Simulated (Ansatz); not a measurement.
# H₈N₂O₃Si₂: up Jacob's ladder to CCSD(T)

The task here is to estimate one member of a computed series from the others.

Method: functionals in def2-TZVPP, the program's frozen cores in correlated methods; program: Ansatz 0.2.0, Gaussian basis.

Plan: PBE-D4, r2SCAN-D4, PBE0-D4, B3LYP-D4, ωB97X-V, ωB97M-V, B2PLYP; CCSD(T)/def2-TZVPP; MP2/def2-QZVPP; extrapolation to the limit.

## The relaxed structure

The geometry comes from an earlier relaxation with PBE0-D4 in a triple-zeta def2 set; it is a stationary point, not always the lowest conformer.

SMILES `N[SiH2]O[Si](N)(O)O`, 15 atoms, charge 0, spin multiplicity 1.

Atoms are counted from 1 here; the program's logs count them from 0.

Bond lengths: N1–Si2 1.717 Å, N1–H8 1.006 Å, N1–H9 1.006 Å, Si2–O3 1.632 Å, Si2–H10 1.483 Å, Si2–H11 1.484 Å, O3–Si4 1.632 Å, Si4–N5 1.696 Å, Si4–O6 1.635 Å, Si4–O7 1.637 Å, N5–H12 1.006 Å, N5–H13 1.010 Å, O6–H14 0.958 Å, O7–H15 0.958 Å. Angles: Si2–N1–H8 121.4°, Si2–N1–H9 120.6°, H8–N1–H9 111.7°, N1–Si2–O3 112.7°, N1–Si2–H10 109.5°, N1–Si2–H11 107.5°, O3–Si2–H10 106.3°, O3–Si2–H11 108.9°, H10–Si2–H11 112.0°, Si2–O3–Si4 141.8°, O3–Si4–N5 106.1°, O3–Si4–O6 111.8°, O3–Si4–O7 109.4°, N5–Si4–O6 111.9°, N5–Si4–O7 113.5°, O6–Si4–O7 104.3°, Si4–N5–H12 121.3°, Si4–N5–H13 117.1° and more.

Set-up of the first run:

The input, in.yaml:

```yaml
crystal:
  periodic: [false, false, false]
  atoms:
    - {symbol: N, position_ang: [-1.665115, 1.624669, -0.093306]}
    - {symbol: Si, position_ang: [-1.181309, 0.555461, -1.347137]}
    - {symbol: O, position_ang: [-0.137014, -0.587735, -0.831184]}
    - {symbol: Si, position_ang: [1.033536, -0.849834, 0.275841]}
    - {symbol: N, position_ang: [0.487602, -0.138723, 1.715101]}
    - {symbol: O, position_ang: [2.469713, -0.231616, -0.202272]}
    - {symbol: O, position_ang: [1.308251, -2.458254, 0.405913]}
    - {symbol: H, position_ang: [-2.539883, 1.505771, 0.389655]}
    - {symbol: H, position_ang: [-1.371026, 2.586912, -0.097829]}
    - {symbol: H, position_ang: [-2.367691, -0.167810, -1.864851]}
    - {symbol: H, position_ang: [-0.523201, 1.369556, -2.398298]}
    - {symbol: H, position_ang: [1.094902, -0.035172, 2.510456]}
    - {symbol: H, position_ang: [-0.175123, 0.618289, 1.631648]}
    - {symbol: H, position_ang: [3.004034, -0.794157, -0.765090]}
    - {symbol: H, position_ang: [0.562344, -2.997366, 0.671352]}
basis:
  gaussian: {orbitals: def2-TZVPP}
hamiltonian: {xc: pbe, dispersion: d4}
output: {forces: true, orbitals: {seedname: orbitals}}
```

Started as:

```console
$ ansatz run in.yaml --threads 2 --pin off --events-out ev --progress --plain --max-ram 22528MiB --backend cuda --devices 0, --max-vram 18GiB
```

Among the steps run: PBE-D4 (GGA); r2SCAN-D4 (meta-GGA); PBE0-D4 (hybrid); B3LYP-D4 (hybrid); ωB97X-V (range-separated); ωB97M-V (range-separated); B2PLYP (double hybrid); CCSD(T) in def2-TZVPP; MP2 in def2-QZVPP.

One of the session's tables, all rows but one given; the rest of the session is left out.

It belongs to the step «Atomisation energies». 

```
            method  atomisation energy (eV)
            PBE-D4                   60.709
         r2SCAN-D4                   59.987
           PBE0-D4                   59.444
          B3LYP-D4                   60.100
           ωB97X-V                        ?
           ωB97M-V                   60.484
            B2PLYP                   59.498
     HF/def2-TZVPP                   42.037
    MP2/def2-TZVPP                   59.758
   CCSD/def2-TZVPP                   57.540
CCSD(T)/def2-TZVPP                   58.435
           MP2/CBS                   61.835
       CCSD(T)/CBS                   60.511
```

Estimate the missing values for ωB97X-V.

The run gave: atomisation energy (eV): 60.425. In the column «atomisation energy (eV)» it lies between B3LYP-D4 (60.100) and ωB97M-V (60.484).

Limits of these values: Free atoms (2 N, 2 Si, 3 O, 8 H) were run apart at each level; the atomisation energy is their sum less the molecule, without zero-point or spin-orbit terms.
